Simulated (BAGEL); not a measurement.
# UHF/STO-3G (density fitting with qzvpp-jkfit) run of CH2NOSi (SMILES O=C=N[SiH2])

What is the vertical electron affinity of CH2NOSi at UHF/STO-3G (density fitting with qzvpp-jkfit)? 

The calculation is run with BAGEL 1.2.2.

1 further run of the same task is left out (it didn't finish). Runs told in other sessions of the task aren't counted.

### 1 The molecule

CH2NOSi has 6 atoms, charge 0, and is taken as a doublet. As SMILES, `O=C=N[SiH2]`. Geometry: relaxed at PBE0-D4/def2-TZVP.

Bond lengths: O1–C2 1.164 Å, C2–N3 1.195 Å, N3–Si4 1.706 Å, Si4–H5 1.486 Å, Si4–H6 1.486 Å. Angles: O1–C2–N3 178.3°, C2–N3–Si4 162.2°, N3–Si4–H5 108.6°, N3–Si4–H6 108.6°, H5–Si4–H6 111.4°.

### 2 The energy at UHF/STO-3G (density fitting with qzvpp-jkfit)

calc.json reads:

```json
{ "bagel" : [

{
  "title" : "molecule",
  "basis" : "sto-3g",
  "df_basis" : "qzvpp-jkfit",
  "angstrom" : true,
  "geometry" : [
    { "atom" : "O", "xyz" : [       1.089700,      -2.025700,       1.610400 ] },
    { "atom" : "C", "xyz" : [       0.648500,      -1.177800,       0.945400 ] },
    { "atom" : "N", "xyz" : [       0.216300,      -0.284900,       0.279200 ] },
    { "atom" : "Si", "xyz" : [      -0.683300,       0.591600,      -0.875300 ] },
    { "atom" : "H", "xyz" : [       0.261300,       1.214200,      -1.839100 ] },
    { "atom" : "H", "xyz" : [      -1.490500,       1.618700,      -0.166800 ] }
  ]
},

{ "title" : "uhf", "nopen" : 1 },

{ "title" : "print", "file" : "orbitals.molden", "orbitals" : true }

]}
```

The run is started by

```
$ BAGEL_NUM_THREADS=1 BAGEL calc.json > calc.out
```

Output:

```text
* using 1 threads per process

  ===============================================================
  ===============================================================

  *** Geometry ***

  { "atom" : "O", "xyz" : [      2.059235,     -3.828018,      3.043215 ] },
  { "atom" : "C", "xyz" : [      1.225487,     -2.225719,      1.786547 ] },
  { "atom" : "N", "xyz" : [      0.408748,     -0.538383,      0.527612 ] },
  { "atom" : "Si", "xyz" : [     -1.291250,      1.117962,     -1.654077 ] },
  { "atom" : "H", "xyz" : [      0.493785,      2.294505,     -3.475395 ] },
  { "atom" : "H", "xyz" : [     -2.816637,      3.058900,     -0.315206 ] },

  Number of auxiliary basis functions:      393

  Since a DF basis is specified, we compute 2- and 3-index integrals:
    o Being stored without compression. Storage requirement is 0.002 GB

  Number of basis functions:       26
  Number of electrons      :       37

    * METHOD: MOLECULE                             0.10

  *** Open-shell HF ***

  === Nuclear Repulsion ===
   130.1383133111

      * DIIS with orbital gradients will be used.

  === UHF iteration (sto-3g) ===
      0       -451.59679311          0.04386647           0.02
      1       -451.66708606          0.02405650           0.02
      2       -451.68301202          0.01362938           0.02
      3       -451.69073635          0.00205767           0.02
      4       -451.69107813          0.00065779           0.02
      5       -451.69127411          0.00013687           0.02
      6       -451.69134046          0.00006744           0.02
      7       -451.69137076          0.00005521           0.02
      8       -451.69141032          0.00003655           0.02
      9       -451.69143064          0.00001767           0.02
     10       -451.69143331          0.00000987           0.02
     11       -451.69143392          0.00000735           0.02
     12       -451.69143505          0.00000342           0.02
     13       -451.69143577          0.00000105           0.02
     14       -451.69143583          0.00000062           0.02
     15       -451.69143589          0.00000024           0.02
     16       -451.69143590          0.00000016           0.02
     17       -451.69143591          0.00000011           0.02
     18       -451.69143592          0.00000004           0.02
     19       -451.69143592          0.00000002           0.02
     20       -451.69143592          0.00000001           0.02
     21       -451.69143592          0.00000001           0.02
    * SCF iteration converged.

    * S^2 (UHF) is 0.7673

    * Permanent dipole moment:
           (    0.677885,    -0.449627,     0.818407) a.u.

    * METHOD: UHF                                  0.55

    * METHOD: PRINT                                0.00

  ===============================================================
```

It took 0.81 s on 1 thread of Arm Neoverse V1, shared host; peak memory 0.083 GiB.

### 3 The singlet anion, same level

job.json reads:

```json
{ "bagel": [

{
  "title": "molecule",
  "basis": "sto-3g",
  "df_basis": "qzvpp-jkfit",
  "angstrom": true,
  "geometry": [
    { "atom": "O", "xyz": [    1.089700,   -2.025700,    1.610400 ] },
    { "atom": "C", "xyz": [    0.648500,   -1.177800,    0.945400 ] },
    { "atom": "N", "xyz": [    0.216300,   -0.284900,    0.279200 ] },
    { "atom": "Si", "xyz": [   -0.683300,    0.591600,   -0.875300 ] },
    { "atom": "H", "xyz": [    0.261300,    1.214200,   -1.839100 ] },
    { "atom": "H", "xyz": [   -1.490500,    1.618700,   -0.166800 ] }
  ]
},
{ "title": "hf", "charge": -1 },
{ "title": "print", "file": "orbitals.molden", "orbitals": true }

]}
```

The run is started by

```
$ BAGEL_NUM_THREADS=1 BAGEL job.json > job.out
```

Output:

```text
* using 1 threads per process

  ===============================================================
  ===============================================================

  *** Geometry ***

  { "atom" : "O", "xyz" : [      2.059235,     -3.828018,      3.043215 ] },
  { "atom" : "C", "xyz" : [      1.225487,     -2.225719,      1.786547 ] },
  { "atom" : "N", "xyz" : [      0.408748,     -0.538383,      0.527612 ] },
  { "atom" : "Si", "xyz" : [     -1.291250,      1.117962,     -1.654077 ] },
  { "atom" : "H", "xyz" : [      0.493785,      2.294505,     -3.475395 ] },
  { "atom" : "H", "xyz" : [     -2.816637,      3.058900,     -0.315206 ] },

  Number of auxiliary basis functions:      393

  Since a DF basis is specified, we compute 2- and 3-index integrals:
    o Being stored without compression. Storage requirement is 0.002 GB

  Number of basis functions:       26
  Number of electrons      :       37

    * METHOD: MOLECULE                             0.10

  *** RHF ***

  === Nuclear Repulsion ===
   130.1383133111

      * DIIS with orbital gradients will be used.

  === RHF iteration (sto-3g) ===
      0       -451.43500005          0.02244170           0.01
      1       -451.50228819          0.01069862           0.01
      2       -451.52048328          0.00156672           0.01
      3       -451.52116471          0.00083569           0.01
      4       -451.52140899          0.00014958           0.01
      5       -451.52142992          0.00006684           0.01
      6       -451.52143418          0.00003073           0.01
      7       -451.52143531          0.00000561           0.01
      8       -451.52143534          0.00000196           0.01
      9       -451.52143534          0.00000061           0.01
     10       -451.52143534          0.00000019           0.01
     11       -451.52143534          0.00000012           0.01
     12       -451.52143534          0.00000004           0.01
     13       -451.52143534          0.00000001           0.01
    * SCF iteration converged.

    * Permanent dipole moment:
           (   -0.623499,     0.331287,    -0.732696) a.u.

    * METHOD: HF                                   0.23

    * METHOD: PRINT                                0.00

  ===============================================================
```

Wall time 0.48 s (1 thread of Arm Neoverse V1, shared host); peak memory 0.083 GiB.

### 4 What came out

At UHF/STO-3G (density fitting with qzvpp-jkfit):

```
                                                            quantity          value
                                       doublet CH2NOSi: total energy  -451.69144 Eh
                                      doublet CH2NOSi: dipole moment         2.93 D
                                               doublet CH2NOSi: ⟨S²⟩          0.767
                                         singlet anion: total energy  -451.52144 Eh
                                          singlet anion: HOMO energy        3.97 eV
                                          singlet anion: LUMO energy       16.68 eV
singlet anion: HOMO–LUMO gap (to an unbound level, set by the basis)       12.71 eV
                   vertical electron affinity (to the singlet anion)      -4.626 eV
```

In words: The anion lies 4.63 eV (446 kJ/mol) above the neutral: the electron isn't bound at this level, and such a value depends on the basis. Without diffuse functions anions come out too high. Hartree–Fock misses the correlation that binds many anions. In a minimal basis such a difference can be off by several eV, whatever the method. The HOMO (singlet anion) lies at positive energy, 3.97 eV: the electron is unbound at this level or held by a compact basis; values depend on the basis.
